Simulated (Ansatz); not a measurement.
# SiBrF₃: one species, many methods

The task here is to estimate one member of a computed series from the others.

Program: Ansatz 0.2.0, Gaussian basis. Level of theory: functionals in def2-TZVPP, the program's frozen cores in correlated methods. These are calculated values, not measurements.

Plan: LDA (SPW92), PBE-D4, revPBE-D4, BLYP-D4, r2SCAN-D4, B97M-V, PBE0-D4, B3LYP-D4, r2SCANh-D4, r2SCAN0-D4, HSE06-D4, BHLYP-D4, CAM-B3LYP-D4, LC-ωPBE, ωB97X-V, ωB97M-V, B2PLYP, PBE-QIDH; CCSD(T)/def2-SVP; CCSD(T)/def2-TZVPP; MP2/def2-QZVPP; extrapolation to the limit; RPA on PBE.

## Structure used throughout

All runs share one geometry, relaxed beforehand with PBE0-D4 in a triple-zeta def2 set.

SMILES `F[Si](F)(F)Br`, 5 atoms, charge 0, spin multiplicity 1.

Atoms are counted from 1 here; the program's logs count them from 0.

Bond lengths: F1–Si2 1.567 Å, Si2–F3 1.567 Å, Si2–F4 1.567 Å, Si2–Br5 2.163 Å. Angles: F1–Si2–F3 108.3°, F1–Si2–F4 108.3°, F1–Si2–Br5 110.6°, F3–Si2–F4 108.4°, F3–Si2–Br5 110.6°, F4–Si2–Br5 110.6°.

The first run:

The input, in.yaml:

```yaml
crystal:
  periodic: [false, false, false]
  atoms:
    - {symbol: F, position_ang: [-0.028968, 0.035613, 1.596569]}
    - {symbol: Si, position_ang: [0.067125, -0.086262, 0.036828]}
    - {symbol: F, position_ang: [-0.415976, -1.518860, -0.376893]}
    - {symbol: F, position_ang: [1.570838, 0.066540, -0.378366]}
    - {symbol: Br, position_ang: [-1.143020, 1.429369, -0.919639]}
basis:
  gaussian: {orbitals: def2-TZVPP}
hamiltonian: {xc: lda}
output: {orbitals: {seedname: orbitals}}
```

Steps of the session up to this table: LDA; PBE-D4 (GGA); revPBE-D4 (GGA); BLYP-D4 (GGA); r2SCAN-D4 (meta-GGA); B97M-V (meta-GGA); PBE0-D4 (hybrid); B3LYP-D4 (hybrid); r2SCANh-D4 (hybrid); r2SCAN0-D4 (hybrid); HSE06-D4 (hybrid); BHLYP-D4 (hybrid); CAM-B3LYP-D4 (range-separated); LC-ωPBE-D4 (range-separated; the results give it without D4); ωB97X-V (range-separated); ωB97M-V (range-separated); B2PLYP (double hybrid); PBE-QIDH (double hybrid).

One table of the session follows, with a row left open; its other results are not shown here.

It belongs to the step «Orbital energies across the functionals». 

| functional | HOMO (eV) | gap (eV) |
| --- | --- | --- |
| LDA (SPW92) | -8.40 | 7.02 |
| PBE-D4 | -8.21 | 7.16 |
| revPBE-D4 | -8.15 | 7.24 |
| BLYP-D4 | -8.03 | 7.04 |
| r2SCAN-D4 | -8.59 | 8.04 |
| B97M-V | -8.65 | 8.10 |
| PBE0-D4 | -9.60 | 9.57 |
| B3LYP-D4 | -9.30 | 8.95 |
| r2SCANh-D4 | -9.09 | 8.87 |
| r2SCAN0-D4 | -9.84 | 10.12 |
| HSE06-D4 | -9.19 | 8.78 |
| BHLYP-D4 | ? | ? |
| CAM-B3LYP-D4 | -10.95 | 11.93 |
| LC-ωPBE | -12.37 | 14.74 |
| ωB97X-V | -11.99 | 14.20 |
| ωB97M-V | -11.84 | 13.78 |

**Question.** Estimate the row for BHLYP-D4.

Worked estimate for «HOMO (eV)». Against the share of exact exchange, BLYP-D4 (0, -8.03), B3LYP-D4 (0.2, -9.30) give a slope of -6.35 per unit share; at 0.5 the line stands at -11.20.

The run gave: HOMO (eV): -10.79; gap (eV): 11.76. In «HOMO (eV)» the line misses by -0.41.
